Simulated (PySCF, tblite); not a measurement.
# C5H15N3Si: geometry, infrared bands, NMR shifts and electronic excitations, part 2 of 2

tblite 0.8.0 and PySCF 2.14.0. Atoms count from 0. The steps go on from the part before.

## Step 6: Excited states and response: CAM-B3LYP/def2-SVPD

Job settings and geometry (Å):

```
{"job": {"kind": "uv", "xc": "CAM-B3LYP", "basis": "def2-SVPD", "ip": true}, "charge": 0, "multiplicity": 1}
C     -2.394339    -0.475405     0.556120
N     -1.758949     0.167913    -0.565723
C     -2.467720     0.039726    -1.811287
Si    -0.421016     1.240447    -0.324187
N      0.771518     0.427938     0.639391
C      1.513037     1.053622     1.706856
C      1.206890    -0.905215     0.293204
C      2.555081    -0.929875    -0.373627
N      3.472184    -1.721799    -0.004099
H     -1.761890    -0.386364     1.452552
H     -2.546890    -1.554773     0.365265
H     -3.386000    -0.039590     0.791336
H     -2.614517    -1.024082    -2.080101
H     -1.903314     0.515118    -2.627291
H     -3.471511     0.508982    -1.781471
H     -0.698507     2.500090     0.440912
H     -0.007369     1.607642    -1.718469
H      2.579162     1.214000     1.457152
H      1.077295     2.034554     1.947439
H      1.484931     0.436678     2.624559
H      0.465830    -1.345366    -0.399019
H      1.254336    -1.562848     1.180990
H      2.667770    -0.196125    -1.199592
H      4.307558    -1.596963    -0.584127
```

With the program's defaults for keys left out, this is: TDDFT CAM-B3LYP/def2-SVPD, vertical, gas phase, core orbitals frozen in the response.

What it wrote:

```text
coarse grid: 19544 points
cycle   1  E = -652.6306101987  dE =  9.470e-01  |g| = 5.032e-01  |ddm| = 8.372e+00
cycle   2  E = -652.6127294315  dE =  1.788e-02  |g| = 6.197e-01  |ddm| = 2.646e+00
cycle   3  E = -652.6937213651  dE = -8.099e-02  |g| = 6.422e-02  |ddm| = 1.497e+00
cycle   4  E = -652.6944107733  dE = -6.894e-04  |g| = 4.248e-02  |ddm| = 1.927e-01
cycle   5  E = -652.6947980740  dE = -3.873e-04  |g| = 8.656e-03  |ddm| = 7.563e-02
cycle   6  E = -652.6948154823  dE = -1.741e-05  |g| = 2.650e-03  |ddm| = 2.223e-02
cycle   7  E = -652.6948171962  dE = -1.714e-06  |g| = 7.090e-04  |ddm| = 7.374e-03
final grid: 181528 points
cycle   8  E = -652.7904077277  dE = -4.624e-05  |g| = 4.039e-03  |ddm| = 1.218e-01
cycle   9  E = -652.7904086252  dE = -8.975e-07  |g| = 3.708e-03  |ddm| = 1.993e-02
cycle  10  E = -652.7904119725  dE = -3.347e-06  |g| = 4.503e-04  |ddm| = 7.280e-03
cycle  11  E = -652.7904120070  dE = -3.450e-08  |g| = 2.374e-04  |ddm| = 1.276e-03
cycle  12  E = -652.7904120195  dE = -1.254e-08  |g| = 4.533e-05  |ddm| = 4.695e-04
cycle  13  E = -652.7904120200  dE = -4.929e-10  |g| = 1.982e-05  |ddm| = 1.584e-04
converged SCF energy = -652.7904120200

Static polarisability (au): isotropic 112.631, principal 102.401 104.545 130.949

Singlet excitations
state   eV       nm        f      main configurations
  1   5.2194    237.5   0.00441   H-2->L 0.44, H-1->L 0.39, H->L 0.11
  2   5.8461    212.1   0.00857   H-2->L 0.47, H-1->L 0.30, H->L 0.17
  3   5.9571    208.1   0.01014   H->L+1 0.55, H->L+2 0.15, H-1->L+1 0.09
  4   6.3299    195.9   0.00289   H-1->L+1 0.42, H->L+2 0.14, H->L+1 0.12
  5   6.5258    190.0   0.02500   H->L+2 0.18, H->L 0.18, H->L+4 0.11
  6   6.6286    187.0   0.06819   H-1->L+2 0.35, H->L+4 0.24
  7   6.7593    183.4   0.01355   H->L 0.39, H-1->L 0.13, H-1->L+1 0.09
  8   6.8984    179.7   0.02813   H-1->L+2 0.22, H->L+3 0.16, H->L+4 0.15
  9   6.9452    178.5   0.02284   H-1->L+3 0.37, H->L+3 0.11, H->L+6 0.09
 10   7.0411    176.1   0.02317   H-1->L+4 0.32, H-1->L+5 0.14, H-1->L+1 0.13

Triplet excitations (Tamm-Dancoff, eV): 4.4856 5.1058 5.5695 5.8233
Vertical ionisation energy (delta-SCF) = 8.2993 eV
```

Run time: 6.8 min. Hardware: 1 thread of Arm Neoverse V2, shared host; peak memory 1.7 GiB.

Frontier orbitals and where they lie:

```csv
orbital,eV,atoms
HOMO−3,-10.46,"N8 43 %, C7 28 %, C6 10 %"
HOMO−2,-9.23,"N8 58 %, C7 15 %, H23 7 %"
HOMO−1,-7.92,"N4 39 %, N1 14 %, C5 7 %"
HOMO,-7.75,"N1 41 %, N4 13 %, Si3 7 %"
LUMO,0.93,"C7 34 %, N8 34 %, C6 6 %"
LUMO+1,1.19,"Si3 17 %, C2 11 %, C0 8 %"
LUMO+2,1.52,"Si3 12 %, H22 11 %, C7 10 %"
```

With each of the 10 states as a Gaussian band of 0.4 eV half-width at 1/e, the curve within the window shown has maxima at 184 nm (ε 6,100) L/(mol cm). Beyond the last state computed it falls off for lack of states. The curve at chosen wavelengths:

```
 nm  ε (L/mol/cm)
169          1414
173          2936
177          4619
181          5825
185          6104
189          5427
193          4177
197          2892
201          1935
205          1366
209          1056
213           854
217           681
220           562
224           429
228           335
232           275
236           236
240           204
244           172
248           138
252           105
256            75
260            51
264            33
268            20
```

Leading natural transition orbitals of singlet state 6: the hole lies on N4 58 %; H16, H17 about 7 % each; the particle on H15, H16 about 17 % each; H17 11 %; Si3 9 %.

Leading natural transition orbitals of singlet state 1: the hole lies on N8 39 %; N4 17 %; H22, H23 about 10 % each; the particle on C7 38 %; N8 32 %; H22 10 %.

Ground-state properties from the same run:

```csv
property,computed
dipole moment (D),1.50
polarisability (Å³),16.69
HOMO–LUMO gap (eV),8.68
−ε(HOMO) (eV),7.75
```

## Step 7: NMR shieldings: HF/pcSseg-1

Same as in step 6 but for these lines:

```diff
@@ -1,2 +1,2 @@
-{"job": {"kind": "uv", "xc": "CAM-B3LYP", "basis": "def2-SVPD", "ip": true}, "charge": 0, "multiplicity": 1}
+{"job": {"kind": "nmr", "xc": "HF", "basis": "pcSseg-1", "pop": false}, "charge": 0, "multiplicity": 1}
 C     -2.394339    -0.475405     0.556120
```

Method: GIAO HF/pcSseg-1 NMR shielding, non-relativistic, gas phase.

What it wrote:

```text
final grid: 181528 points
cycle   1  E = -650.1529956265  dE =  1.547e+00  |g| = 6.018e-01  |ddm| = 4.173e+00
cycle   2  E = -650.2566491982  dE = -1.037e-01  |g| = 2.775e-01  |ddm| = 7.251e-01
cycle   3  E = -650.2732445514  dE = -1.660e-02  |g| = 9.879e-02  |ddm| = 2.821e-01
cycle   4  E = -650.2761280678  dE = -2.884e-03  |g| = 2.279e-02  |ddm| = 1.078e-01
cycle   5  E = -650.2762760539  dE = -1.480e-04  |g| = 6.011e-03  |ddm| = 2.953e-02
cycle   6  E = -650.2762998423  dE = -2.379e-05  |g| = 3.082e-03  |ddm| = 1.268e-02
cycle   7  E = -650.2763055172  dE = -5.675e-06  |g| = 1.170e-03  |ddm| = 6.732e-03
cycle   8  E = -650.2763063707  dE = -8.535e-07  |g| = 3.591e-04  |ddm| = 2.485e-03
cycle   9  E = -650.2763064398  dE = -6.918e-08  |g| = 8.629e-05  |ddm| = 6.908e-04
cycle  10  E = -650.2763064439  dE = -4.103e-09  |g| = 2.029e-05  |ddm| = 1.797e-04
cycle  11  E = -650.2763064442  dE = -2.740e-10  |g| = 6.499e-06  |ddm| = 5.159e-05
converged SCF energy = -650.2763064442

GIAO shielding tensors (ppm)
atom      isotropic    diamagn.    paramagn.     s11        s22        s33       span
  0 C      157.860     241.891     -84.031    136.874    147.448    189.259     52.385
  1 N      261.866     333.522     -71.656    229.595    266.380    289.623     60.029
  2 C      155.376     237.467     -82.091    135.815    140.987    189.326     53.510
  3 Si     416.065     880.042    -463.978    385.149    407.560    455.485     70.337
  4 N      256.174     334.295     -78.121    225.424    254.960    288.139     62.715
  5 C      157.643     238.622     -80.979    137.661    146.831    188.438     50.777
  6 C      140.886     241.854    -100.967    120.438    143.379    158.841     38.403
  7 C        7.407     254.885    -247.478   -123.462     21.395    124.287    247.749
  8 N      -92.633     316.797    -409.431   -430.991    -85.409    238.500    669.491
  9 H       29.040      31.719      -2.679     23.328     29.827     33.965     10.638
 10 H       29.612      30.826      -1.214     25.528     26.775     36.534     11.006
 11 H       29.463      29.534      -0.071     24.724     26.458     37.207     12.483
 12 H       29.413      28.820       0.593     24.495     27.093     36.652     12.158
 13 H       28.948      29.143      -0.196     23.927     27.609     35.307     11.380
 14 H       29.421      27.517       1.904     24.426     26.646     37.192     12.766
 15 H       27.533      32.475      -4.942     23.636     26.465     32.499      8.863
 16 H       27.503      33.027      -5.524     23.618     26.596     32.294      8.676
 17 H       29.437      28.800       0.637     24.142     27.427     36.743     12.602
 18 H       28.989      29.687      -0.699     23.931     27.602     35.433     11.503
 19 H       29.439      29.294       0.146     24.698     26.712     36.908     12.210
 20 H       28.336      33.108      -4.772     22.527     30.746     31.735      9.208
 21 H       28.744      32.706      -3.962     24.631     27.451     34.150      9.519
 22 H       24.016      32.426      -8.409     20.785     23.579     27.686      6.901
 23 H       21.835      27.998      -6.163     14.441     24.147     26.916     12.475
```

It took 26 s on 1 thread of Arm Neoverse V2, shared host; peak memory 1.1 GiB.

In short: δ C7 183.4, C6 50.0, C0 34.2, C5 33.2, H23 9.85, H22 7.67 ppm (means over like atoms).

## Step 8: Run by run: NMR shifts

Shifts (ppm) of some atoms, chosen among heavy atoms and hydrogens apart, means over like atoms, with basis size and wall time:

```csv
run,C6,C5,H22,H15,N8,N4,N1,functions,time
PBE0/pcSseg-1,56.8,37.1,8.08,4.83,362.7,34.1,27.3,235,55 s
HF/pcSseg-1,50.0,33.2,7.67,4.17,358.4,9.5,3.9,235,26 s
```

## Step 9: Results

This closing draws on all 2 parts.

```
                                                                  quantity                                    value
                                 strongest single infrared mode (GFN2-xTB)                    2164 cm⁻¹, 458 km/mol
                                              zero-point energy (GFN2-xTB)                           124.9 kcal/mol
                                                               point group                                       C1
                                      rotational constants (main isotopes)                     2.16, 0.73, 0.66 GHz
   13C shifts against TMS (PBE0/pcSseg-1, means over atoms taken as alike)              183.7, 56.8, 37.8, 37.1 ppm
    1H shifts against TMS (PBE0/pcSseg-1, means over atoms taken as alike)  10.17, 8.08, 4.83, 3.33, 2.57, 2.52 ppm
                                    15N shifts against NH3 (PBE0/pcSseg-1)                    362.7, 34.1, 27.3 ppm
                                   29Si shifts against TMS (PBE0/pcSseg-1)                                -20.1 ppm
potential on the surface of density 0.002 e/bohr³, 1st and 99th percentile                       -1.73 V and 1.16 V
                                      lowest singlet (CAM-B3LYP/def2-SVPD)              5.22 eV (238 nm), f = 0.004
                                  brightest single state of those computed              state 6, 6.63 eV, f = 0.068
                                                            lowest triplet                                  4.49 eV
                                         vertical ionisation energy (ΔSCF)                                  8.30 eV
                                                  range of the shift of N4                          9.5 to 34.1 ppm
```

What this shows: Relaxing lowered the energy by 0.380 eV in 110 steps; the close pair that moved most is C7–N8, from 1.292 to 1.253 Å (GFN2-xTB). All 66 modes are real, so the xTB geometry is a minimum. The strongest single mode, at 2164 cm⁻¹, moves mainly H16 and H15. GFN2-xTB is a fitted tight-binding method: band positions and strengths are rough. Its intensities can rank the bands wrongly. The start of the PBE0/def2-SVP relaxation was shaken at random by about 0.01 Å, so part of the energy gained, and of the first lengths quoted, undoes that. Relaxing lowered the energy by 0.273 eV in 11 steps; the close pair that moved most is Si3–H16, from 1.461 to 1.500 Å (PBE0/def2-SVP). At PBE0/pcSseg-1: Shielding is most anisotropic at N8 (span 643 ppm, paramagnetic term -412 ppm). The lowest singlet, at 5.22 eV, is HOMO−2→LUMO 0.44, HOMO−1→LUMO 0.39 and is weak; of the 10 states computed, the strongest absorption comes from state 6 at 6.63 eV. The lowest triplet lies 0.73 eV below the lowest singlet (triplets in Tamm-Dancoff, singlets in full TDDFT). ΔSCF puts the ionisation energy at 8.30 eV, 0.55 eV above −ε(HOMO). In ppm, N4 moves most: its shift spreads over 24.6 ppm, from 9.5 (HF/pcSseg-1) to 34.1 (PBE0/pcSseg-1). These values are for one conformer; the search (at its own cheap level) found 2 more, at 1.08, 1.64 kcal/mol, and measured spectra average over such forms.
